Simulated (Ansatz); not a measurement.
# Bi2Te3 (Tellurobismuthite): the cost of one run

Computed with Ansatz 0.2.0 (DFT PBEsol, scalar-relativistic, plane waves, PAW, unless a step's input says otherwise).

1 further run of the same task is left out (set aside as unsound or not needed).

## (1) The starting structure

Symmetry: R-3m, No. 166, trigonal system. The conventional cell has a = 4.382 Å, b = 4.382 Å, c = 30.309 Å, α = 90.00°, β = 90.00°, γ = 120.00°. Bi (site symmetry 3m) has 6 Te at 3.06 to 3.23 Å as nearest neighbours. Te (site symmetry -3m) is surrounded by 6 Bi at 3.23 Å. Te (site symmetry 3m) has 3 Bi at 3.06 Å as nearest neighbours.

Coordinates:

```
Bi Te
1.0
     2.19084    1.26488   10.10287
    -2.19084    1.26488   10.10287
     0.00000   -2.52976   10.10287
Bi Te
2 3
Direct
  0.39986 0.39986 0.39986
  0.60014 0.60014 0.60014
  0.00000 0.00000 0.00000
  0.20997 0.20997 0.20997
  0.79003 0.79003 0.79003
```

This cell was relaxed beforehand with the same method: volume 33.60 Å³/atom, gap on the mesh 0.21 eV.

## (2) Tight relaxation for the response runs

Response functions are second derivatives at a minimum, so forces and stress are first brought close to zero on the mesh and occupations that the response runs use.

The input, input.yaml:

```yaml
crystal:
  lattice:
    - [2.1908364122, 1.2648799923, 10.1028650961]
    - [-2.1908364122, 1.2648799923, 10.1028650961]
    - [0.0, -2.5297599847, 10.1028650961]
  atoms:
    - { symbol: Bi, position: [0.3998550978, 0.3998550978, 0.3998550978] }
    - { symbol: Bi, position: [0.6001449022, 0.6001449022, 0.6001449022] }
    - { symbol: Te, position: [0.0, 0.0, 0.0] }
    - { symbol: Te, position: [0.2099734962, 0.2099734962, 0.2099734962] }
    - { symbol: Te, position: [0.7900265038, 0.7900265038, 0.7900265038] }
basis:
  ecutwfc: 420
kpoints:
  mp_grid: { grid: [9, 9, 9] }
hamiltonian:
  xc: pbesol
scf:
  occupations: { method: gaussian, width: 0.01 }
output:
  forces: true
  stress: true
  eigenvalues: true
relax:
  adjacent_minimum: "off"
  f_tol: 0.001
  max_steps: 60
  cell: { stress_tol: 0.01 }
```

Command:

```sh
> ansatz run input.yaml --threads 4 --pin off --max-ram 10240MiB --backend cpu --events-out ev --progress --plain --runs-dir out
```

**Question.** How long does this run take on 4 threads of Intel Xeon Platinum 8375C at 2.90GHz (Ice Lake), shared host, and how much memory does it need?

About 29 s, with a peak of 0.88 GiB.
